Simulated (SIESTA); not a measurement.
Ti6O:

```
CELL_PARAMETERS angstrom
5.13000 0.00000 0.00000
-2.56500 4.44271 0.00000
0.00000 0.00000 4.74000
ATOMIC_POSITIONS crystal
Ti 0.33300 0.33300 0.75000
Ti 0.66700 0.00000 0.75000
Ti 0.00000 0.66700 0.75000
Ti 0.66700 0.66700 0.25000
Ti 0.00000 0.33300 0.25000
Ti 0.33300 0.00000 0.25000
O 0.00000 0.00000 0.00000
```

| Property | Result |
| --- | --- |
| Program | SIESTA 5.4.2 |
| Task | single point |
| Functional | PBEsol |
| Potentials or basis | PseudoDojo 0.4 standard (PBEsol files) |
| Basis | DZP (energy shift 0.003 Ry; two zetas on semicore shells) |
| Grid cutoff | 800 Ry |
| Energy shift | 0.003 Ry |
| k mesh | 6 × 6 × 6 |
| Occupations | fermi-dirac, width 0.05 eV |
| Spin | no spin polarisation |

On this cell: pressure -4.5 GPa; largest force 0.523 eV/Å; band gap on the k mesh none (metal or under the smearing width).

The same run follows on a disturbed copy (atoms moved at random, drawn with an rms of 0.05 Å):

```
Ti O
1.0
     5.13000    0.00000    0.00000
    -2.56500    4.44271    0.00000
     0.00000    0.00000    4.74000
Ti O
6 1
Direct
  0.34399 0.34227 0.74908
  0.65699 0.99530 0.74807
  0.00225 0.66588 0.75013
  0.66078 0.66829 0.24898
  0.00688 0.33327 0.24792
  0.33196 0.99455 0.25442
  0.99108 0.98665 0.99824
```

Q: What changes?

A: The energy (extrapolated to zero smearing) moves by +11.2 meV/atom; pressure -4.8 GPa; largest force 0.971 eV/Å; band gap on the k mesh none (metal or under the smearing width).

Forces on the atoms (eV/Å):
```
Ti  -0.440 -0.826 -0.257
Ti   0.672  0.223 -0.397
Ti  -0.227  0.109 -0.625
Ti   0.378 -0.127  0.658
Ti  -0.221 -0.334  0.430
Ti  -0.345  0.229  0.243
O    0.185  0.727 -0.053
```

Stress tensor (GPa, compression positive):
```
-5.24 -0.16 -0.22
-0.16 -4.65  0.19
-0.22  0.19 -4.60
```

Caveats: the basis of atomic orbitals isn't converged, which shifts pressures, moduli and gaps; semilocal functionals often make such compounds metallic where correlation or magnetic order opens a gap, which also shifts bond lengths.
